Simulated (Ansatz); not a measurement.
Predict the output of the script below (the Ansatz DFT code, driven from Python).

`fgeh3se_cas.py`:
```python
"""Static correlation in FGeH3Se: natural occupations of an active space."""

import ansatz as az


def main() -> None:
    geometry_ang = [
        ("F", (-1.7674, -0.4807, 0.2227)),
        ("Ge", (-0.3109, 0.1246, -0.4899)),
        ("Se", (1.175, 0.6589, 1.2214)),
        ("H", (0.3705, -0.9767, -1.3845)),
        ("H", (-0.5728, 1.3825, -1.3658)),
        ("H", (1.1476, -0.7727, 1.7498)),
    ]
    molecule = az.Crystal.molecule()
    for symbol, xyz in geometry_ang:
        molecule = molecule.atom(symbol, xyz)

    setup = (
        molecule.calculation()
        .basis(gaussian="def2-SVP")
        .correlation(active_electrons=6, active_orbitals=7)
    )
    for method in ["sc_nevpt2"]:
        report = (setup if method is None else setup.correlation(method)).run().report
        space = report["configurations"]
        state = space["states"][0]
        print(method or "casscf", f"total {report['free_energy_ev'] / 27.211386246:.6f} Ha, active-space state {state['energy']['hartree']:.6f} Ha, mean field {report['reference_energy_ev'] / 27.211386246:.6f} Ha")
        print("  determinants", state["n_determinants"], " natural occupations", [round(n, 3) for n in space["natural_occupations"]])


if __name__ == "__main__":
    main()
```

```console
$ python fgeh3se_cas.py
RunWarning: the results are in doubt because another end's mean lies 1.282 eV lower, and its corrected mean 0.590 eV higher
sc_nevpt2 total -4576.461434 Ha, active-space state -4575.859316 Ha, mean field -4575.805312 Ha
  determinants 1225  natural occupations [1.978, 1.971, 1.96, 0.04, 0.025, 0.016, 0.01]
```
(Warnings from the package without file and line.)

Total energies depend on the basis set; only differences at equal settings carry meaning. The geometry is a force-field or estimated start, not a minimum of this method, and the basis set is short of its limit. The active space starts as a window about the frontier orbitals and is then optimised, not chosen by chemistry. A lower CASSCF solution was found and passed over, so the printed active-space state isn't the lowest. Timing: 48 s on 1 thread of AMD EPYC 9R45 (Zen 5) (shared host), peak memory 0.4 GiB.

(Lines on the test bed's own set-up are left out of the output.)
